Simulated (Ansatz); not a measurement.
# Te4O: the cost of one run

Method: DFT PBE, scalar-relativistic, plane waves, PAW, in Ansatz 0.2.0.

### 1 Starting point

The structure is tetragonal, space group I4/mmm (No. 139). Conventional cell: a = 4.953 Å, b = 4.953 Å, c = 12.012 Å, α = 90.00°, β = 90.00°, γ = 90.00°. Te (site symmetry -4m2) is surrounded by 4 Te at 2.93 Å. Te (site symmetry 4mm) has 5 Te at 2.88 to 2.93 Å as nearest neighbours. O (site symmetry 4/mmm) is surrounded by 16 Te at 3.79 to 3.89 Å.

As a file:

```
Te O
1.0
    -2.47631    2.47631    6.00589
     2.47631   -2.47631    6.00589
     2.47631    2.47631   -6.00589
Te O
4 1
Direct
  0.75000 0.25000 0.50000
  0.25000 0.75000 0.50000
  0.38000 0.38000 0.00000
  0.62000 0.62000 0.00000
  0.00000 0.00000 0.00000
```

The cell is invented: species swapped into a database cell of EuGa4 (I4/mmm, No. 139), with O on the Eu sites and Te on the Ga sites. The dimensions are guesses.

### 2 The guess as it stands, on a coarse mesh

input.yaml

```yaml
crystal:
  lattice:
    - [-2.47630715, 2.47630715, 6.00588525]
    - [2.47630715, -2.47630715, 6.00588525]
    - [2.47630715, 2.47630715, -6.00588525]
  atoms:
    - { symbol: Te, position: [0.75, 0.25, 0.5] }
    - { symbol: Te, position: [0.25, 0.75, 0.5] }
    - { symbol: Te, position: [0.38, 0.38, 0.0] }
    - { symbol: Te, position: [0.62, 0.62, 0.0] }
    - { symbol: O, position: [0.0, 0.0, 0.0] }
basis:
  ecutwfc: 420
kpoints:
  mp_grid: { grid: [6, 6, 6] }
hamiltonian:
  xc: pbe
scf:
  occupations: { method: gaussian, width: 0.1 }
  lower_state_search: "off"
output:
  forces: true
  stress: true
  eigenvalues: true
```

Command:

```console
$ ansatz run input.yaml --threads 1 --pin off --max-ram 2560MiB --backend cpu --events-out ev --progress --plain --runs-dir out
```

**Question.** How long does this run take on 1 thread of Arm Neoverse V1, shared host, and how much memory does it need?

About 11 s, with a peak of 0.47 GiB.
